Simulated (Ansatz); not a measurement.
# FGeH₂I: small, medium and large basis sets

The task here is to estimate one member of a computed series from the others.

Computed with Ansatz 0.2.0, Gaussian basis. Level: one geometry, several basis sets.

Plan: PBE0-D4/def2-SVP; ωB97M-V/def2-SVP; PBE0-D4/def2-QZVPP; ωB97M-V/def2-QZVPP; the functionals' def2-TZVPP values are taken from earlier runs.

## The relaxed structure

An earlier PBE0-D4 in a triple-zeta def2 set relaxation fixed the geometry. I takes the def2 core potential; no spin-orbit term is included.

SMILES `[F][GeH2][I]`, 5 atoms, charge 0, spin multiplicity 1.

Atoms are counted from 1 here; the program's logs count them from 0.

Bond lengths: F1–Ge2 1.734 Å, Ge2–I3 2.492 Å, Ge2–H4 1.530 Å, Ge2–H5 1.530 Å. Angles: F1–Ge2–I3 107.2°, F1–Ge2–H4 106.6°, F1–Ge2–H5 106.6°, I3–Ge2–H4 110.0°, I3–Ge2–H5 110.0°, H4–Ge2–H5 116.0°.

The first run:

Input file in.yaml:

```yaml
crystal:
  periodic: [false, false, false]
  atoms:
    - {symbol: F, position_ang: [-0.265395, -0.807048, 1.494545]}
    - {symbol: Ge, position_ang: [0.193992, -0.103245, -0.022083]}
    - {symbol: I, position_ang: [-1.690533, 1.351089, -0.758130]}
    - {symbol: H, position_ang: [0.375259, -1.262075, -1.004884]}
    - {symbol: H, position_ang: [1.436479, 0.747780, 0.249251]}
basis:
  gaussian: {orbitals: def2-SVP}
hamiltonian: {xc: pbe0, dispersion: d4}
output: {orbitals: {seedname: orbitals}}
```

Started as:

```sh
ansatz run in.yaml --threads 2 --pin off --events-out ev --progress --plain --max-ram 32768MiB --backend cpu
```

Steps of the session up to this table: PBE0-D4 in def2-SVP; ωB97M-V in def2-SVP; PBE0-D4 in def2-QZVPP; ωB97M-V in def2-QZVPP.

One table of the session follows, with a row left open; its other results are not shown here.

It belongs to the step «Functionals by basis». 

```
functional       basis  HOMO (eV)
   PBE0-D4    def2-SVP          ?
   PBE0-D4  def2-TZVPP      -7.94
   PBE0-D4  def2-QZVPP      -7.95
   ωB97M-V    def2-SVP      -9.97
   ωB97M-V  def2-TZVPP     -10.06
   ωB97M-V  def2-QZVPP     -10.08
```

Estimate the missing values for PBE0-D4, def2-SVP.

The run gave: HOMO (eV): -7.87. In the column «HOMO (eV)» it is the highest.
